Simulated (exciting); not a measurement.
# LuSi2 (P6/mmm) in exciting: reference runs

Aim: a first look at LuSi2 with PBEsol, on the cell as given.

Program: exciting (release sodium). These are calculated values, not measurements. Logs are shortened: lines on timing, memory, paths and dates and some standing lists are left out, and cuts for length are marked.

### Step 1. The structure

The structure is hexagonal, space group P6/mmm (No. 191). The conventional cell has a = 3.750 Å, b = 3.750 Å, c = 4.050 Å, α = 90.00°, β = 90.00°, γ = 120.00°. Lu (site symmetry 6/mmm) is surrounded by 12 Si at 2.96 Å. Si (site symmetry -6m2) is surrounded by 3 Si at 2.17 Å.

### Step 2. Single point, PBEsol

input.xml

```xml
<input>
  <title>LuSi2</title>
  <structure speciespath="./" tshift="false">
    <crystal scale="1">
      <basevect>7.086472967347 0.000000000000 0.000000000000</basevect>
      <basevect>-3.543236483673 6.137065612970 0.000000000000</basevect>
      <basevect>0.000000000000 0.000000000000 7.653390804734</basevect>
    </crystal>
    <species speciesfile="Lu.xml" rmt="2.3">
      <atom coord="0.000000000000 0.000000000000 0.000000000000"/>
    </species>
    <species speciesfile="Si.xml" rmt="1.95">
      <atom coord="0.666666666700 0.333333333300 0.500000000000"/>
      <atom coord="0.333333333300 0.666666666700 0.500000000000"/>
    </species>
  </structure>
  <groundstate do="fromscratch" ngridk="8 8 7" rgkmax="7.6" gmaxvr="14" lmaxapw="10" lmaxmat="10" lmaxvr="8" xctype="GGA_PBE_SOL" stype="Fermi Dirac" swidth="0.00183747" nempty="12" ValenceRelativity="iora*" epsengy="1e-05" epspot="1e-05" maxscl="60" tforce="true" outputlevel="normal"/>
  <properties>
    <chargedensityplot>
      <plot3d>
        <box grid="19 19 21">
          <origin coord="0 0 0"/>
          <point coord="1 0 0"/>
          <point coord="0 1 0"/>
          <point coord="0 0 1"/>
        </box>
      </plot3d>
    </chargedensityplot>
    <elfplot>
      <plot3d>
        <box grid="19 19 21">
          <origin coord="0 0 0"/>
          <point coord="1 0 0"/>
          <point coord="0 1 0"/>
          <point coord="0 0 1"/>
        </box>
      </plot3d>
    </elfplot>
    <exccplot>
      <plot3d>
        <box grid="19 19 21">
          <origin coord="0 0 0"/>
          <point coord="1 0 0"/>
          <point coord="0 1 0"/>
          <point coord="0 0 1"/>
        </box>
      </plot3d>
    </exccplot>
  </properties>
</input>
```

Potentials or basis: all-electron LAPW+lo, shipped species files, valence relativity iora*.

Launch:

```bash
$ OMP_NUM_THREADS=1 exciting_smp
```

INFO.OUT:

```text
================================================================================
EXCITING SODIUM started
[... 10 lines left out ...]

 Lattice vectors (cartesian) :
      7.0864729673      0.0000000000      0.0000000000
     -3.5432364837      6.1370656130      0.0000000000
      0.0000000000      0.0000000000      7.6533908047

 Reciprocal lattice vectors (cartesian) :
      0.8866449271      0.5119046873     -0.0000000000
      0.0000000000      1.0238093746      0.0000000000
      0.0000000000     -0.0000000000      0.8209675250

 Unit cell volume                           :     332.8471107784
 Brillouin zone volume                      :       0.7452376945

 Species :    1 (Lu)
     parameters loaded from                 :    Lu.xml
     name                                   :    lutetium
     nuclear charge                         :     -71.00000000
     electronic charge                      :      71.00000000
     atomic mass                            :  318945.32950000
     muffin-tin radius                      :       2.30000000
     # of radial points in muffin-tin       :     450

     atomic positions (lattice) :
       1 :   0.00000000  0.00000000  0.00000000

 Species :    2 (Si)
     parameters loaded from                 :    Si.xml
     name                                   :    silicon
     nuclear charge                         :     -14.00000000
     electronic charge                      :      14.00000000
     atomic mass                            :   51196.73454000
     muffin-tin radius                      :       1.95000000
     # of radial points in muffin-tin       :     300

     atomic positions (lattice) :
       1 :   0.66666667  0.33333333  0.50000000
       2 :   0.33333333  0.66666667  0.50000000

 Total number of atoms per unit cell        :       3

 Spin treatment                             :    spin-unpolarised

 Number of Bravais lattice symmetries       :      24
 Number of crystal symmetries               :      24

 k-point grid                               :       8    8    7
 Total number of k-points                   :      40
 k-point set is reduced with crystal symmetries

 R^MT_min * |G+k|_max (rgkmax)              :       7.60000000
 Species with R^MT_min                      :       2 (Si)
 Maximum |G+k| for APW functions            :       3.89743590
 Maximum |G| for potential and density      :      14.00000000

 G-vector grid sizes                        :      32    32    36
 Total number of G-vectors                  :   15395

 Maximum angular momentum used for
     APW functions                          :      10
     computing H and O matrix elements      :      10
     potential and density                  :       8
     inner part of muffin-tin               :       2

 Total nuclear charge                       :     -99.00000000
 Total electronic charge                    :      99.00000000
 Total core charge                          :      66.00000000
 Total valence charge                       :      33.00000000

 Number of empty states                     :      12
 Total number of valence states             :      29

 Maximum Hamiltonian size                   :     373
 Maximum number of plane-waves              :     345
 Total number of local-orbitals             :      28

 Exchange-correlation type                  :      22
     PBEsol, Phys. Rev. Lett. 100, 136406 (2008)
     Generalised gradient approximation (GGA)

[... 20 lines left out ...]
+ SCF iteration number :    1                                                  +
++++++++++++++++++++++++++++++++++++++++++++++++++++++++++++++++++++++++++++++++
 Total energy                               :    -15133.25921374
 _______________________________________________________________
 Fermi energy                               :         0.38841892
 Kinetic energy                             :     16844.40080740
 Coulomb energy                             :    -31639.33524948
 Exchange energy                            :      -332.26417482
 Correlation energy                         :        -6.06059684
[... 400 lines left out ...]
 RMS change in effective potential (target) :  0.777200E-09  ( 0.100000E-04)
 Absolute change in total energy   (target) :  0.418149E-07  ( 0.100000E-04)
 Charge distance                   (target) :  0.125117E-09  ( 0.100000E-04)
 Abs. change in max-nonIBS-force   (target) :   0.00000      ( 0.500000E-04)

++++++++++++++++++++++++++++++++++++++++++++++++++++++++++++++++++++++++++++++++
| Convergency criteria checked for the last 2 iterations                       +
| Convergence targets achieved. Performing final SCF iteration                 +
++++++++++++++++++++++++++++++++++++++++++++++++++++++++++++++++++++++++++++++++
 Total energy                               :    -15155.74380244
 _______________________________________________________________
 Fermi energy                               :         0.39334453
 Kinetic energy                             :     16829.07765365
 Coulomb energy                             :    -31646.12628361
 Exchange energy                            :      -332.62642202
 Correlation energy                         :        -6.06875046

 DOS at Fermi energy (states/Ha/cell)       :        45.21150537

 Electron charges :
     core                                   :        66.00000000
     core leakage                           :         0.01001316
     valence                                :        33.00000000
     interstitial                           :         7.02603119
     charge in muffin-tin spheres :
                  atom     1    Lu          :        68.35613960
                  atom     2    Si          :        11.80891460
                  atom     3    Si          :        11.80891460
     total charge in muffin-tins            :        91.97396881
     total charge                           :        99.00000000

++++++++++++++++++++++++++++++++++++++++++++++++++++++++++++++++++++++++++++++++
+ Self-consistent loop stopped                                                 +
++++++++++++++++++++++++++++++++++++++++++++++++++++++++++++++++++++++++++++++++
 STATE.OUT is written

--------------------------------------------------------------------------------
- Writing atomic positions and forces                                          -
--------------------------------------------------------------------------------

 Atomic positions (lattice) :
 atom     1  Lu  :     0.00000000    0.00000000    0.00000000
 atom     2  Si  :     0.66666667    0.33333333    0.50000000
 atom     3  Si  :     0.33333333    0.66666667    0.50000000

 Total atomic forces including IBS (cartesian) :
 atom     1  Lu  :     0.00000000    0.00000000    0.00000000
 atom     2  Si  :     0.00000000   -0.00000000    0.00000000
 atom     3  Si  :    -0.00000000    0.00000000    0.00000000

 Atomic force components including IBS (cartesian) :
 atom     1  Lu  :     0.00000000   -0.00000000    0.00000000   HF force
                 :     0.00000000    0.00000000   -0.00000000   core correction
                 :     0.00000000    0.00000000    0.00000000   IBS correction
 atom     2  Si  :     0.00000000   -0.00000000    0.00000000   HF force
                 :    -0.00000000    0.00000000    0.00000000   core correction
                 :    -0.00000000    0.00000000    0.00000000   IBS correction
 atom     3  Si  :    -0.00000000    0.00000000    0.00000000   HF force
                 :    -0.00000000   -0.00000000    0.00000000   core correction
                 :    -0.00000000   -0.00000000    0.00000000   IBS correction

********************************************************************************
[... 7 lines left out ...]
| EXCITING SODIUM stopped                                                      =
================================================================================
```

stdout:

```text
Info(rhoplot):
 3D density plot written to RHO3D.xml

Info(potplot):
 3D Coulomb potential plot written to VCL3D.xml
 3D exchange-correlation potential plot written to VXC3D.xml

Info(elfplot): 3D ELF plot written to ELF3D.xml
```

WARNINGS.OUT:

```text
Inversion symmetry is present. Consider using input%groundstate%solver%type = "inversionsymmetry"
```

It took 2.6 min on 1 thread of Arm Neoverse V2, shared host; peak memory 0.16 GiB.

Results:

* Free energy: -412408.8113 eV
* Band gap on the k mesh: none (metal or under the smearing width)
* All electrons inside the program's atomic spheres: Lu 68.36; Si 11.81 (radii Lu 2.3, Si 1.95 bohr)

Caveat: the log's total energy holds no entropy term; the free energy is that total less TS from the occupations. The run has no spin-orbit coupling, so splittings on Lu are missing.
